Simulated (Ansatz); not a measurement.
**Y3N4: what a guessed cell relaxes into**

Aim: relax a trial structure of Y3N4 and see where it ends.

Computed with Ansatz 0.2.0 (DFT PBE, scalar-relativistic, plane waves, PAW, unless a step's input says otherwise).

## 1. The system as given

Symmetry: Cmmm, No. 65, orthorhombic system. Conventional cell: a = 6.745 Å, b = 9.369 Å, c = 3.373 Å, α = 90.00°, β = 90.00°, γ = 90.00°. Around Y (site symmetry 2/m) lie 6 N at 2.34 to 2.39 Å. Around Y (site symmetry mmm) lie 6 N at 2.40 to 2.44 Å. N (site symmetry 2mm) has 4 Y at 2.34 to 2.40 Å as nearest neighbours. N (site symmetry m2m) has 5 Y at 2.39 to 2.44 Å as nearest neighbours.

Structure file:

```cif
data_structure
_symmetry_space_group_name_H-M 'P 1'
_symmetry_Int_Tables_number 1
_cell_length_a 5.7722
_cell_length_b 5.7722
_cell_length_c 3.3727
_cell_angle_alpha 90.000
_cell_angle_beta 90.000
_cell_angle_gamma 108.503
_cell_volume 106.56
loop_
_atom_site_label
_atom_site_type_symbol
_atom_site_fract_x
_atom_site_fract_y
_atom_site_fract_z
_atom_site_occupancy
Y1 Y 0.50000 0.00000 0.50000 1
Y2 Y 0.00000 0.50000 0.50000 1
Y3 Y 0.00000 0.00000 0.00000 1
N1 N 0.25312 0.25312 0.50000 1
N2 N 0.74688 0.74688 0.50000 1
N3 N 0.73992 0.26008 0.00000 1
N4 N 0.26008 0.73992 0.00000 1
```

The cell is invented: species swapped into a database cell of Zr3S4 (Cmmm, No. 65), with Y on the Zr sites and N on the S sites. Lengths come from tabulated atomic sizes and are only a guess.

## 2. A first look at the guess

File input.yaml:

```yaml
crystal:
  lattice:
    - [3.37226509, -4.6846441, 0.0]
    - [3.37226509, 4.6846441, 0.0]
    - [0.0, 0.0, 3.37272067]
  atoms:
    - { symbol: "Y", position: [0.5, 0.0, 0.5] }
    - { symbol: "Y", position: [0.0, 0.5, 0.5] }
    - { symbol: "Y", position: [0.0, 0.0, 0.0] }
    - { symbol: "N", position: [0.25312263, 0.25312263, 0.5] }
    - { symbol: "N", position: [0.74687737, 0.74687737, 0.5] }
    - { symbol: "N", position: [0.7399198, 0.2600802, 0.0] }
    - { symbol: "N", position: [0.2600802, 0.7399198, 0.0] }
basis:
  ecutwfc: 420
kpoints:
  mp_grid: { grid: [4, 4, 6] }
hamiltonian:
  xc: pbe
scf:
  occupations: { method: gaussian, width: 0.1 }
  lower_state_search: "off"
output:
  forces: true
  stress: true
  eigenvalues: true
```

Launch:

```bash
$ ansatz run input.yaml --threads 1 --pin off --max-ram 2560MiB --backend cpu --events-out ev --progress --plain --runs-dir out
```

Further runs follow: spin check on a coarse mesh; rough relaxation on the coarse mesh; full relaxation.

Before running it: what results should come out? Wanted: conventional cell; volume; energy over the elements; gap on the mesh; total moment.

The runs gave:

| quantity | value |
| --- | --- |
| symmetry at the end (tolerance 0.05 Å) | space group Cmmm (No. 65) |
| conventional cell | a = 6.874 Å, b = 9.720 Å, c = 3.534 Å, α = 90.00°, β = 90.00°, γ = 90.00° |
| volume | 16.86 Å³/atom |
| energy over the elements (uncorrected; H, N, O, F and Cl as molecules) | -0.65 eV/atom |
| gap on the mesh | none (metal) |
| total moment | 2.81 μB/cell |

In words: The space group Cmmm (No. 65) is kept, and the volume per atom grows by 10.8 % from the first guess. A negative formation energy is needed for stability but isn't enough; other structures and compounds were not set against it here. No finished test with a distortion of lower symmetry is shown, so the end may be a saddle point. An odd count of electrons in a cell without spin polarisation forces a partly filled band, so those cells are metals by count; spin or a larger cell could change that. Other magnetic orders were not searched.
